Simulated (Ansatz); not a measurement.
# C2H4ClNTe: the cost of one run

Method: RHF-MP2, frozen core/def2-SVP; program: Ansatz 0.2.0.

## (1) The system as given

SMILES `NC([TeH])=CCl`, 9 atoms, charge 0, spin multiplicity 1.

Atoms are counted from 1 here; the program's logs count them from 0.

Bond lengths: N1–C2 1.377 Å, N1–H6 1.026 Å, N1–H7 1.020 Å, C2–Te3 2.148 Å, C2–C4 1.358 Å, Te3–H8 1.688 Å, C4–Cl5 1.756 Å, C4–H9 1.095 Å. Angles: C2–N1–H6 114.8°, C2–N1–H7 117.2°, H6–N1–H7 115.2°, N1–C2–Te3 117.1°, N1–C2–C4 125.9°, Te3–C2–C4 116.7°, C2–Te3–H8 93.1°, C2–C4–Cl5 120.1°, C2–C4–H9 124.7°, Cl5–C4–H9 115.2°.

Coordinates:

```xyz
9

N     0.66930    1.07145    0.49423
C     0.20815   -0.12264   -0.01336
Te    0.54709   -1.88442    1.16846
C    -0.32343   -0.31018   -1.24929
Cl   -0.58917    1.06328   -2.31033
H     0.37211    1.90373   -0.02648
H     0.67943    1.17467    1.50878
H    -0.86050   -1.65997    2.07297
H    -0.61448   -1.28211   -1.66207
```

This geometry comes from a loose relaxation at PBE in a small basis, which is not shown.

## (3) Setting up the map

The axes are (1) dihedral H6–N1–C2–C4: 12 values from −180 to 150 °, periodic; (2) dihedral N1–C2–Te3–H8: 12 values from −180 to 150 °, periodic.

Nothing else is relaxed (all other coordinates rigid). Energies count from the relaxed molecule at the same level. Points are written as (first, second).

(The set-up runs are not shown.)

## (4) Grid point (−180°, −120°)

File input.yaml:

```yaml
crystal:
  periodic: [false, false, false]
  atoms:
    - { symbol: "N", position_ang: [0.707128, 1.071119, 0.481434] }
    - { symbol: C, position_ang: [0.212502, -0.1261, -0.006513] }
    - { symbol: Te, position_ang: [-1.325706, -0.013273, -1.487643] }
    - { symbol: C, position_ang: [0.51337, -1.349393, 0.488973] }
    - { symbol: Cl, position_ang: [1.711368, -1.537276, 1.734074] }
    - { symbol: H, position_ang: [0.36405, 1.885412, -0.024456] }
    - { symbol: H, position_ang: [0.648958, 1.182061, 1.487213] }
    - { symbol: H, position_ang: [-2.409498, -0.843181, -0.553015] }
    - { symbol: H, position_ang: [0.047996, -2.271157, 0.146784] }
basis:
  gaussian: { orbitals: def2-SVP }
hamiltonian:
  xc: hf
output:
  forces: true
correlation:
  method: mp2
```

The run is started by

```
$ ansatz run input.yaml --threads 1 --pin off --max-ram 2560MiB --backend cpu --events-out ev --progress --plain --runs-dir out
```

Q: Estimate wall time and peak memory on 1 thread of Arm Neoverse V2, shared host.

About 7.1 s, with a peak of 0.25 GiB.
